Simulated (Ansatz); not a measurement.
# KF (Carobbiite): a single-point run

Wanted: a converged single-point run for KF (Carobbiite), and a check of what comes out. The structure is shown as the input types it.

Method: DFT, r2SCAN, PAW with Ansatz's default frozen-core files, scalar-relativistic; levels and slopes on a fine mesh, independent-particle optical spectra, in Ansatz 0.2.0.

2 further runs of the same task are left out: 1 that didn't finish, 1 set aside as unsound or not needed.

**1. Starting point**

The structure is cubic, space group Fm-3m (No. 225). Conventional cell: a = 5.318 Å, b = 5.318 Å, c = 5.318 Å, α = 90.00°, β = 90.00°, γ = 90.00°. Around K (site symmetry m-3m) lie 6 F at 2.66 Å. F (site symmetry m-3m) has 6 K at 2.66 Å as nearest neighbours.

Structure file:

```cif
data_structure
_symmetry_space_group_name_H-M 'P 1'
_symmetry_Int_Tables_number 1
_cell_length_a 3.7601
_cell_length_b 3.7601
_cell_length_c 3.7601
_cell_angle_alpha 60.000
_cell_angle_beta 60.000
_cell_angle_gamma 60.000
_cell_volume 37.59
loop_
_atom_site_label
_atom_site_type_symbol
_atom_site_fract_x
_atom_site_fract_y
_atom_site_fract_z
_atom_site_occupancy
K1 K 0.00000 0.00000 0.00000 1
F1 F 0.50000 0.50000 0.50000 1
```

**2. Input and run**

The input, input.yaml:

```yaml
crystal:
  lattice:
    - [0.0, 2.65879497188, 2.65879497188]
    - [2.65879497188, 0.0, 2.65879497188]
    - [2.65879497188, 2.65879497188, 0.0]
  atoms:
    - { symbol: K, position: [0.0, 0.0, 0.0] }
    - { symbol: F, position: [0.5, 0.5, 0.5] }
kpoints:
  mp_grid: { grid: [8, 8, 8] }
scf:
  occupations: { method: fermi_dirac, width: 2.0 }
  max_iter: 100
hamiltonian:
  xc: r2scan
  pseudopotentials: { kind: paw }
output:
  forces: true
  stress: true
  eigenvalues: true
  eigenstates:
    nscf_kmesh: { grid: [12, 12, 12] }
    de_dk: true
    e_range: [-9, 16.90929909572]
  optics:
    e_range: [0, 25]
    de: 0.2
    sigma: 0.15
    bands: { spectra_wanted_up_to: 25 }
    nscf_kmesh: { grid: [12, 12, 12] }
checkpoint:
  write: ck
  write_wavefunctions: false
```

Run with:

```console
> ansatz run input.yaml --threads 1 --pin off --max-ram 3072MiB --backend cpu --events-out ev --progress --plain --runs-dir out
```

Q: Will this input give a usable result? If not, why, and what should change?

This run ends as converged, with warnings (optics on partly filled bands). That alone doesn't make the input a sound one.

In the input, scf.occupations.method is fermi_dirac; scf.occupations.width is 2.0. The width is far wider than usual, so occupations near the Fermi level are blurred and the entropy term grows. A Fermi-Dirac width of 2 eV is an electron temperature of 23200 K.

To check: delete scf.occupations.width (the default then holds) and set scf.occupations.method to fixed.
